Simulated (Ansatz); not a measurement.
## CH7NOSi2, SMILES N[SiH]([SiH3])C=O: vertical spin-state energies, step by step

Program: Ansatz's Python interface.

Run as a notebook:

**Cell 1**
```python
import ansatz
```

**Cell 2**
```python
geometry_ang = [
    ("N", (-0.8823, -1.3689, -1.0732)),
    ("Si", (0.3413, -0.4053, -0.3422)),
    ("Si", (-0.0328, 0.0506, 1.906)),
    ("C", (0.5241, 1.2783, -1.1575)),
    ("O", (-0.3518, 1.6494, -1.9268)),
    ("H", (-1.7078, -0.781, -1.203)),
    ("H", (-0.5882, -1.5939, -2.0229)),
    ("H", (1.5936, -1.1889, -0.4931)),
    ("H", (1.064, 0.9166, 2.4196)),
    ("H", (-1.3203, 0.7738, 2.0902)),
    ("H", (-0.0612, -1.1979, 2.7159)),
    ("H", (1.4215, 1.8672, -0.913)),
]
system = ansatz.Crystal.molecule()
for symbol, xyz in geometry_ang:
    system = system.atom(symbol, xyz)
```

**Cell 3**
```python
job = (
    system.calculation()
    .basis(gaussian="cc-pVDZ")
    .correlation("mp2")
)
found = {}
for unpaired in [0, 2]:
    summary = job.spin("collinear", total=unpaired).run().report
    s = unpaired / 2
    found[unpaired] = summary["free_energy_ev"]
    print(f"2S+1 = {unpaired + 1}: E = {found[unpaired]:.5f} eV, <S^2> = {abs(summary['mean_field']['state']['spin_squared']):.3f} (pure state {s * (s + 1):.2f})")
lowest = min(found, key=found.get)
for unpaired, e in found.items():
    print(f"multiplicity {unpaired + 1}: {96.485332 * (e - found[lowest]):.1f} kJ/mol above the lowest")
```
Output:
```text
2S+1 = 1: E = -20403.07468 eV, <S^2> = 0.000 (pure state 0.00)
2S+1 = 3: E = -20399.98598 eV, <S^2> = 2.022 (pure state 2.00)
multiplicity 1: 0.0 kJ/mol above the lowest
multiplicity 3: 298.0 kJ/mol above the lowest
```

In order: multiplicity 1 (+0.00 eV) and multiplicity 3 (+3.09 eV), all at the one geometry.

Notes:
- Total energies depend on the basis set; only differences at equal settings carry meaning.
- The geometry is a force-field or estimated start, not a minimum of this method, and the basis set is short of its limit. All parts are taken at fixed geometry, without zero-point energy.
- S² is that of the Hartree-Fock reference.
- Run time: 11 s on 1 thread of Arm Neoverse V2, with other jobs on the host, peak memory 0.37 GiB.
